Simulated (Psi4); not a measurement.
**HI (hydrogen iodide) at CCSD/def2-SVPD (core potential, sweep point 3)**

Wanted: the energy of HI (hydrogen iodide). 

The calculation is run with Psi4 1.11.

3 further runs of the same task are left out: 3 set aside as unsound or not needed.

### 1 The molecule

The species is HI (2 atoms), meant as a singlet with charge 0. As SMILES, `I`. The shape is that of a PBE0-D4/def2-TZVP optimisation.

Bond lengths: I1–H2 1.610 Å.

### 2 The energy at CCSD/def2-SVPD (core potential, sweep point 3)

Contents of calc.py:

```python
import psi4

psi4.set_memory(1600000000)
psi4.set_num_threads(1)
psi4.set_output_file('run.log', False)

m = psi4.geometry("""
0 1
I     -0.683900     0.245800    -0.346200
H      0.683900    -0.245800     0.346200
symmetry c1
""")

psi4.set_options({
    'basis': 'def2-SVPD',
    'scf_type': 'pk',
    'num_frozen_docc': 4,
    'guess': 'gwh',
})

e = psi4.energy("ccsd", molecule=m)
print(f'total energy {e:.8f} hartree = {e * 27.211386:.5f} eV')
for k, v in sorted(psi4.core.scalar_variables().items()):
    print(f'{k:45s} {v:18.10f}')
```

Started as:

```sh
$ python calc.py
```

Q: Predict the results. Wanted: total energy; HOMO energy; LUMO energy; HOMO–LUMO gap; correlation energy; T1 diagnostic.

Answer, from the run:

Level: CCSD/def2-SVPD (core potential, sweep point 3), 4 core orbitals frozen.

| quantity | value |
| --- | --- |
| total energy | -297.38347 Eh |
| HOMO energy (Hartree–Fock orbitals) | -10.53 eV |
| LUMO energy (Hartree–Fock orbitals) | 1.86 eV |
| HOMO–LUMO gap (Hartree–Fock orbitals) | 12.39 eV |
| correlation energy (4 core orbitals frozen) | -150.3 mEh |
| T1 diagnostic | 0.006 |
